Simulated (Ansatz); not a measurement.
# Ni: the cost of one run

Program: Ansatz 0.2.0. Level of theory: DFT LDA, scalar-relativistic, plane waves, PAW. These are calculated values, not measurements.

6 further runs of the same task are left out: 6 set aside as unsound or not needed.

**1. The structure to begin with**

The structure is tetragonal, space group I4/mmm (No. 139). Conventional cell: a = 2.331 Å, b = 2.331 Å, c = 3.681 Å, α = 90.00°, β = 90.00°, γ = 90.00°. Ni (site symmetry 4/mmm) is surrounded by 12 Ni at 2.33 to 2.47 Å.

Structure file:

```xyz
1
Lattice="0.0000 1.6479 1.8405 1.6479 0.0000 1.8405 1.6479 1.6479 0.0000" Properties=species:S:1:pos:R:3 pbc="T T T"
Ni    0.0000    0.0000    0.0000
```

**2. Strain +e along x and -e along y +0.0000, strain +e along z and -e/2 along x and y +0.0750**

input.yaml reads:

```yaml
crystal:
  lattice:
    - [0.0, 1.6479213056, 1.8405354842]
    - [1.6479213056, 0.0, 1.8405354842]
    - [1.6479213056, 1.6479213056, 0.0]
  atoms:
    - { symbol: Ni, position: [0.0, 0.0, 0.0], spin: 0.7 }
basis:
  ecutwfc: 520.0
kpoints:
  mp_grid: { grid: [22, 22, 22] }
hamiltonian:
  xc: lda
  pseudopotentials: { kind: paw, azcp: { folder: soft_1 } }
scf:
  occupations: { method: gaussian, width: 0.15 }
output:
  forces: true
  stress: true
  eigenvalues: true
  populations: true
magnetization:
  spin_polarized: true
```

On the command line:

```console
$ ansatz run input.yaml --threads 1 --pin off --max-ram 2048MiB --backend cpu --events-out ev --progress --plain --runs-dir out
```

What time and memory should one allow on 1 thread of Intel Xeon Platinum 8259CL at 2.50GHz (Skylake/Cascade Lake), shared host?

About 33 s, with a peak of 0.58 GiB.
